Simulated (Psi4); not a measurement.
# CuF (fluorocopper): levels of theory compared

We compute a comparison of 4 runs (CAM-B3LYP/def2-TZVPP, PBE0/def2-TZVPP, r2SCAN/def2-TZVPP, revPBE/def2-TZVPP) of CuF (fluorocopper). 

The results are computed with Psi4 1.11.

5 further runs of the same task are left out: 5 that didn't finish.

### 1 The molecule

CuF has 2 atoms, charge 0, and is taken as a singlet. SMILES: `[F][Cu]`. The F1–Cu2 distance was set to 2.647 Å, away from the relaxed value.

Bond lengths: F1–Cu2 2.647 Å.

### 2 Energy and forces at CAM-B3LYP/def2-TZVPP (run 1)

The input, calc.py:

```python
import psi4

psi4.set_memory('2200 MB')
psi4.set_num_threads(1)
psi4.set_output_file('psi4.out', False)

m = psi4.geometry("""
0 1
F      1.501988    -0.537869     0.754144
Cu    -0.751010     0.268940    -0.377080
symmetry c1
no_reorient
no_com
""")

psi4.set_options({
    'basis': 'def2-TZVPP',
    'puream': True,
    'e_convergence': 1e-09,
    'd_convergence': 1e-08,
    'scf_type': 'pk',
    'dft_radial_points': 99,
    'dft_spherical_points': 590,
})

result, w = psi4.gradient("cam-b3lyp", return_wfn=True)
psi4.oeprop(w, "LOWDIN_CHARGES", "QUADRUPOLE", "DIPOLE")
print('gradient / Eh bohr^-1')
print(result.np.round(6))
print(f'energy = {w.energy():.10f} Eh')
for k, v in sorted(psi4.core.scalar_variables().items()):
    print(f'{k:45s} {v:18.10f}')
```

The run is started by

```
$ python calc.py
```

psi4.out:

```text
[...]
  Running in c1 symmetry.
[...]
  Nuclear repulsion =   52.178034387859107
[...]
  Multiplicity = 1
[...]
  Nalpha       = 19
  Nbeta        = 19
[...]
    Number of basis functions: 95
[...]
   @RKS iter   1: -1737.63440193072324   -5.00367e-01   4.37621e-02 DIIS/ADIIS
[...]
   @RKS iter  14: -1740.40878784592269   -5.50244e-11   9.91800e-09 DIIS
[...]
    Orbital Energies [Eh]
    ---------------------
    Doubly Occupied:
       1A   -323.132980     2A    -38.915561     3A    -34.123574
       4A    -34.123574     5A    -34.121954     6A    -24.577946
       7A     -4.420096     8A     -2.917402     9A     -2.917402
      10A     -2.914811    11A     -1.038495    12A     -0.410771
      13A     -0.410771    14A     -0.408698    15A     -0.408698
      16A     -0.408138    17A     -0.319154    18A     -0.313734
      19A     -0.313734
[...]
  @RKS Final Energy: -1740.40878784592269
   => Energetics <=
    Nuclear Repulsion Energy =             52.1780343878591069
    One-Electron Energy =               -2531.1817035316603324
    Two-Electron Energy =                 798.8355181019145448
    DFT Exchange-Correlation Energy =     -60.2406368040361215
    Empirical Dispersion Energy =           0.0000000000000000
    VV10 Nonlocal Energy =                  0.0000000000000000
    Total Energy =                      -1740.4087878459226886
[...]
  -Total Gradient:
     Atom            X                  Y                   Z
    ------   -----------------  -----------------  -----------------
       1        0.042413941429    -0.015188628516     0.021295921469
       2       -0.042419884442     0.015190756758    -0.021298905468
[...]
 Multipole Moments:
 ------------------------------------------------------------------------------------
     Multipole            Electronic (a.u.)      Nuclear  (a.u.)        Total (a.u.)
 ------------------------------------------------------------------------------------
 L = 1.  Multiply by 2.5417464519 to convert [e a0] to [Debye]
 Dipole X            :         12.7295704          -15.6117796           -2.8822092
 Dipole Y            :         -4.5585070            5.5906395            1.0321325
 Dipole Z            :          6.3914801           -7.8386293           -1.4471492
 Magnitude           :                                                    3.3862469
 L = 2.  Multiply by 1.3450342976 to convert [e a0^2] to [Debye ang]
 Quadrupole XX       :       -145.8683884          130.9158657          -14.9525227
 Quadrupole XY       :         47.8404813          -46.8815722            0.9589091
[...]
```

Standard output:

```text
gradient / Eh bohr^-1
[[ 0.042414 -0.015189  0.021296]
 [-0.04242   0.015191 -0.021299]]
energy = -1740.4087878459 Eh
CURRENT ENERGY                                  -1740.4087878459
CURRENT REFERENCE ENERGY                        -1740.4087878459
DD SOLVATION ENERGY                                 0.0000000000
DFT FUNCTIONAL TOTAL ENERGY                     -1740.4087878459
DFT TOTAL ENERGY                                -1740.4087878459
DFT VV10 ENERGY                                     0.0000000000
DFT XC ENERGY                                     -60.2406368040
GRID ELECTRONS ALPHA                               18.9999991968
GRID ELECTRONS BETA                                18.9999991968
GRID ELECTRONS TOTAL                               37.9999983937
NUCLEAR REPULSION ENERGY                           52.1780343879
ONE-ELECTRON ENERGY                             -2531.1817035317
PCM POLARIZATION ENERGY                             0.0000000000
PE ENERGY                                           0.0000000000
SCF ITERATION ENERGY                            -1740.4087878459
SCF ITERATIONS                                     14.0000000000
SCF TOTAL ENERGY                                -1740.4087878459
TWO-ELECTRON ENERGY                               798.8355181019
XC GRID RADIAL POINTS                              99.0000000000
XC GRID SPHERICAL POINTS                          590.0000000000
XC GRID TOTAL POINTS                           112143.0000000000
```

It took 45 s on 1 thread of Intel Xeon at 2.50GHz (Skylake/Cascade Lake), shared host; peak memory 0.7 GiB.

### 3 Energy and forces at PBE0/def2-TZVPP (run 2)

The input, input.dat:

```
memory 2.2 GB

molecule molecule1 {
  0 1
  F      1.501988    -0.537869     0.754144
  Cu    -0.751010     0.268940    -0.377080
  symmetry c1
  no_reorient
  no_com
}

set {
  puream               true
  e_convergence        1e-09
  d_convergence        1e-08
  scf_type             pk
  dft_radial_points    99
  dft_spherical_points 590
}

e_tot = gradient("pbe0/def2-TZVPP")
```

The run is started by

```
$ psi4 -i input.dat -o output.dat -n 1
```

output.dat:

```text
[...]
  Running in c1 symmetry.
[...]
  Nuclear repulsion =   52.178034387859107
[...]
  Multiplicity = 1
[...]
  Nalpha       = 19
  Nbeta        = 19
[...]
    Number of basis functions: 95
[...]
   @RKS iter   1: -1737.06592219407003   -1.01496e-01   4.43951e-02 ADIIS/DIIS
[...]
   @RKS iter  14: -1739.98744652135542   -5.68434e-12   5.58547e-09 DIIS
[...]
    Orbital Energies [Eh]
    ---------------------
    Doubly Occupied:
       1A   -323.380186     2A    -38.964858     3A    -34.133761
       4A    -34.133761     5A    -34.132067     6A    -24.597929
       7A     -4.392654     8A     -2.873634     9A     -2.873634
      10A     -2.871219    11A     -0.994852    12A     -0.345672
      13A     -0.345672    14A     -0.343497    15A     -0.343497
      16A     -0.343121    17A     -0.269190    18A     -0.260961
      19A     -0.260961
[...]
  @RKS Final Energy: -1739.98744652135542
   => Energetics <=
    Nuclear Repulsion Energy =             52.1780343878591069
    One-Electron Energy =               -2531.5985130880012548
    Two-Electron Energy =                 797.8520735127918897
    DFT Exchange-Correlation Energy =     -58.4190413340050085
    Empirical Dispersion Energy =           0.0000000000000000
    VV10 Nonlocal Energy =                  0.0000000000000000
    Total Energy =                      -1739.9874465213554231
[...]
 Multipole Moments:
 ------------------------------------------------------------------------------------
     Multipole            Electronic (a.u.)      Nuclear  (a.u.)        Total (a.u.)
 ------------------------------------------------------------------------------------
 L = 1.  Multiply by 2.5417464519 to convert [e a0] to [Debye]
 Dipole X            :         12.8370391          -15.6117796           -2.7747405
 Dipole Y            :         -4.5969921            5.5906395            0.9936474
 Dipole Z            :          6.4454399           -7.8386293           -1.3931894
 Magnitude           :                                                    3.2599842
[...]
  -Total Gradient:
     Atom            X                  Y                   Z
    ------   -----------------  -----------------  -----------------
       1        0.039386818757    -0.014104601892     0.019776011635
       2       -0.039392877222     0.014106771478    -0.019779053601
[...]
```

It took 29 s on 1 thread of Intel Xeon at 2.50GHz (Skylake/Cascade Lake), shared host; peak memory 0.61 GiB.

Run 3 isn't shown in full; the table further down has it.

### 4 A single-point energy at revPBE/def2-TZVPP (run 4)

The input, cuf.xyz:

```xyz
2
CuF
F      1.501988    -0.537869     0.754144
Cu    -0.751010     0.268940    -0.377080
```

The input, calc.py:

```python
import psi4

psi4.set_memory(2200000000)
psi4.set_num_threads(1)
psi4.core.set_output_file('psi4.out', False)

with open('cuf.xyz') as f:
    atoms = ''.join(f.readlines()[2:])
geom = psi4.geometry('0 1\n' + atoms + 'symmetry c1\nno_reorient\nno_com')

psi4.set_options({
    'basis': 'def2-TZVPP',
    'puream': True,
    'e_convergence': 1e-09,
    'd_convergence': 1e-08,
    'scf_type': 'pk',
    'dft_radial_points': 99,
    'dft_spherical_points': 590,
})

E, wfn = psi4.energy('revpbe', molecule=geom, return_wfn=True)
psi4.oeprop(wfn, 'QUADRUPOLE', 'DIPOLE', 'MULLIKEN_CHARGES')
print(f'total energy {E:.8f} hartree = {E * 27.211386:.5f} eV')
for k, v in sorted(psi4.core.scalar_variables().items()):
    print(f'{k:45s} {v:18.10f}')
```

The run is started by

```
$ python calc.py
```

psi4.out:

```text
[...]
  Running in c1 symmetry.
[...]
  Nuclear repulsion =   52.178034387859107
[...]
  Multiplicity = 1
[...]
  Nalpha       = 19
  Nbeta        = 19
[...]
    Number of basis functions: 95
[...]
   @RKS iter   1: -1735.79010329344214    1.81115e+00   4.84579e-02 ADIIS/DIIS
[...]
   @RKS iter  16: -1740.20890834175998   -5.68434e-12   4.25081e-09 DIIS
[...]
    Orbital Energies [Eh]
    ---------------------
    Doubly Occupied:
       1A   -321.569775     2A    -38.309234     3A    -33.594307
       4A    -33.594307     5A    -33.592910     6A    -24.129777
       7A     -4.143062     8A     -2.677570     9A     -2.677570
      10A     -2.676166    11A     -0.896433    12A     -0.256684
      13A     -0.251893    14A     -0.251893    15A     -0.250842
      16A     -0.250842    17A     -0.234911    18A     -0.208621
      19A     -0.208621
[...]
  @RKS Final Energy: -1740.20890834175998
   => Energetics <=
    Nuclear Repulsion Energy =             52.1780343878591069
    One-Electron Energy =               -2530.5964799011990181
    Two-Electron Energy =                 815.6796363718981411
    DFT Exchange-Correlation Energy =     -77.4700992003182449
    Empirical Dispersion Energy =           0.0000000000000000
    VV10 Nonlocal Energy =                  0.0000000000000000
    Total Energy =                      -1740.2089083417599795
[...]
 Multipole Moments:
 ------------------------------------------------------------------------------------
     Multipole            Electronic (a.u.)      Nuclear  (a.u.)        Total (a.u.)
 ------------------------------------------------------------------------------------
 L = 1.  Multiply by 2.5417464519 to convert [e a0] to [Debye]
 Dipole X            :         13.2806467          -15.6117796           -2.3311329
 Dipole Y            :         -4.7558500            5.5906395            0.8347895
 Dipole Z            :          6.6681740           -7.8386293           -1.1704553
 Magnitude           :                                                    2.7387990
 L = 2.  Multiply by 1.3450342976 to convert [e a0^2] to [Debye ang]
 Quadrupole XX       :       -145.5348400          130.9158657          -14.6189743
 Quadrupole XY       :         47.5599422          -46.8815722            0.6783700
[...]
  Mulliken Charges: (a.u.)
   Center  Symbol    Alpha    Beta     Spin     Total
       1     F     4.75035  4.75035  0.00000 -0.50070
       2    CU    14.24965 14.24965  0.00000  0.50070
   Total alpha = 19.00000, Total beta = 19.00000, Total charge = -0.00000
```

The script printed:

```text
total energy -1740.20890834 hartree = -47353.49633 eV
CURRENT ENERGY                                  -1740.2089083418
CURRENT REFERENCE ENERGY                        -1740.2089083418
DD SOLVATION ENERGY                                 0.0000000000
DFT FUNCTIONAL TOTAL ENERGY                     -1740.2089083418
DFT TOTAL ENERGY                                -1740.2089083418
DFT VV10 ENERGY                                     0.0000000000
DFT XC ENERGY                                     -77.4700992003
GRID ELECTRONS ALPHA                               18.9999991758
GRID ELECTRONS BETA                                18.9999991758
GRID ELECTRONS TOTAL                               37.9999983517
NUCLEAR REPULSION ENERGY                           52.1780343879
ONE-ELECTRON ENERGY                             -2530.5964799012
PCM POLARIZATION ENERGY                             0.0000000000
PE ENERGY                                           0.0000000000
SCF ITERATION ENERGY                            -1740.2089083418
SCF ITERATIONS                                     16.0000000000
SCF TOTAL ENERGY                                -1740.2089083418
TWO-ELECTRON ENERGY                               815.6796363719
XC GRID RADIAL POINTS                              99.0000000000
XC GRID SPHERICAL POINTS                          590.0000000000
XC GRID TOTAL POINTS                           112143.0000000000
```

Run time: 16 s. Hardware: 1 thread of Intel Xeon at 2.50GHz (Skylake/Cascade Lake), shared host; peak memory 0.62 GiB.

### 5 All runs side by side

```
run                 level      task   energy (Eh)  dipole moment (D)  HOMO energy (eV)  LUMO energy (eV)  wall time
  1  CAM-B3LYP/def2-TZVPP  gradient  -1740.408788               8.61             -8.54             -3.45       45 s
  2       PBE0/def2-TZVPP  gradient  -1739.987447               8.29             -7.10             -4.21       29 s
  3     r2SCAN/def2-TZVPP    energy  -1740.266848               7.61             -5.90             -4.88       25 s
  4     revPBE/def2-TZVPP    energy  -1740.208908               6.96             -5.68             -5.02       16 s
```

### 6 Results

```
            quantity           value
 run 4: total energy  -1740.20891 Eh
run 4: dipole moment          6.96 D
  run 4: HOMO energy        -5.68 eV
  run 4: LUMO energy        -5.02 eV
run 4: HOMO–LUMO gap         0.66 eV
```

In words: The dipole moment (its size) runs from 6.96 D (revPBE/def2-TZVPP) to 8.61 D (CAM-B3LYP/def2-TZVPP). The HOMO–LUMO gap runs from 0.66 eV (revPBE/def2-TZVPP) to 5.09 eV (CAM-B3LYP/def2-TZVPP). Totals of different functionals can't be ranked against each other. All runs together took 1.9 min, the longest 45 s.
